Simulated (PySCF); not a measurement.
# C3H7ClGe: the cost of one run

The runs use PySCF 2.14.0, with density-fitted response routines of our own; the level of theory stands in each step. All values are computed, except where a source is named. Atoms are numbered from 0 throughout.

## (1) The starting structure

12 atoms, charge 0, multiplicity 1; geometry from: GFN2-xTB. The atoms were then displaced at random by about 0.01 Å, so the start is not that level's minimum.

Bonds of the start (Å): C0–C1 1.29, C1–C2 1.47, C2–Cl3 1.79, C2–Ge4 2.00, C0–H5 1.09, C0–H6 1.10, C1–H7 1.08, C2–H8 1.07, Ge4–H9 1.50, Ge4–H10 1.51, Ge4–H11 1.48.

## (2) Relaxing the molecule at PBE0-D3(BJ)/def2-SVP

What the job is given:

```
{"job": {"xc": "PBE0", "basis": "def2-SVP", "d3": "d3bj", "grid": 1, "shake": 0.01, "kind": "geom"}, "charge": 0, "multiplicity": 1}
C     -1.939440     0.659330     0.497400
C     -1.016230    -0.235370     0.405930
C     -0.024750    -0.278760    -0.683010
Cl     0.101070    -1.921910    -1.391030
Ge     1.850820    -0.002190    -0.035310
H     -2.657450     0.712580     1.313220
H     -2.065690     1.450140    -0.254910
H     -0.895730    -0.992940     1.159990
H     -0.273440     0.404430    -1.467540
H      2.146850    -1.025570     1.023620
H      2.007970     1.366710     0.580440
H      2.805700    -0.164730    -1.157830
```

The run is started by

```console
$ OMP_NUM_THREADS=1 python probes_run.py task.json out
```

This one command runs all jobs of the session in turn.

Q: Estimate the wall time and peak memory of this first job on 1 thread of AMD EPYC 9R45, shared host.

About 22 s, with a peak of 0.54 GiB.
